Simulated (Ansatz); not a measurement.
# Ge2Sb2Te5: the cost of one run

Computed with Ansatz 0.2.0 (DFT LDA, scalar-relativistic, plane waves, PAW, unless a step's input says otherwise).

### Step 1. The system as given

It takes space group P-3m1 (No. 164, trigonal). The conventional cell has a = 4.294 Å, b = 4.294 Å, c = 17.101 Å, α = 90.00°, β = 90.00°, γ = 120.00°. Ge (site symmetry 3m) has 6 Te at 3.00 to 3.04 Å in its first shell of neighbours. Around Sb (site symmetry 3m) lie 6 Te at 3.01 to 3.20 Å. Around Te (site symmetry -3m) lie 6 Ge at 3.04 Å. Around Te (site symmetry 3m) lie 3 Ge at 3.00 Å and 3 Sb at 3.20 Å. Around Te (site symmetry 3m) lie 3 Sb at 3.01 Å.

Coordinates:

```cif
data_structure
_symmetry_space_group_name_H-M 'P 1'
_symmetry_Int_Tables_number 1
_cell_length_a 4.2941
_cell_length_b 4.2941
_cell_length_c 17.1013
_cell_angle_alpha 90.000
_cell_angle_beta 90.000
_cell_angle_gamma 120.000
_cell_volume 273.09
loop_
_atom_site_label
_atom_site_type_symbol
_atom_site_fract_x
_atom_site_fract_y
_atom_site_fract_z
_atom_site_occupancy
Ge1 Ge 0.33333 0.66667 0.89711 1
Ge2 Ge 0.66667 0.33333 0.10290 1
Sb1 Sb 0.00000 0.00000 0.67993 1
Sb2 Sb 0.00000 0.00000 0.32007 1
Te1 Te 0.00000 0.00000 0.00000 1
Te2 Te 0.66667 0.33333 0.79846 1
Te3 Te 0.33333 0.66667 0.20154 1
Te4 Te 0.33333 0.66667 0.58011 1
Te5 Te 0.66667 0.33333 0.41989 1
```

The structure rests on an entry of the Materials Project (structure only); cell or positions may have been set otherwise for this series.

### Step 2. Relaxing cell and atoms: Ge2Sb2Te5, no spin

Input file input.yaml:

```yaml
crystal:
  lattice:
    - [4.2940644248, 0.0, 0.0]
    - [-2.1470322124, 3.7187688774, 0.0]
    - [0.0, 0.0, 17.101346]
  atoms:
    - { symbol: Ge, position: [0.33333333, 0.66666667, 0.897105] }
    - { symbol: Ge, position: [0.66666667, 0.33333333, 0.102895] }
    - { symbol: Sb, position: [0.0, 0.0, 0.679932] }
    - { symbol: Sb, position: [0.0, 0.0, 0.320068] }
    - { symbol: Te, position: [0.0, 0.0, 0.0] }
    - { symbol: Te, position: [0.66666667, 0.33333333, 0.798458] }
    - { symbol: Te, position: [0.33333333, 0.66666667, 0.201542] }
    - { symbol: Te, position: [0.33333333, 0.66666667, 0.580108] }
    - { symbol: Te, position: [0.66666667, 0.33333333, 0.419892] }
scf:
  occupations: { method: gaussian, width: 0.05 }
output:
  forces: true
  stress: true
hamiltonian:
  xc: lda
kpoints:
  mp_grid: { grid: [10, 10, 2] }
relax:
  f_tol: 0.002
  cell: { stress_tol: 0.02 }
```

Launch:

```
$ ansatz run input.yaml --threads 8 --pin off --max-ram 20480MiB --backend cpu --events-out ev --progress --plain --runs-dir out
```

Q: Estimate wall time and peak memory on 8 threads of AMD EPYC (Zen 3), shared host.

About 67 s, with a peak of 1.5 GiB.
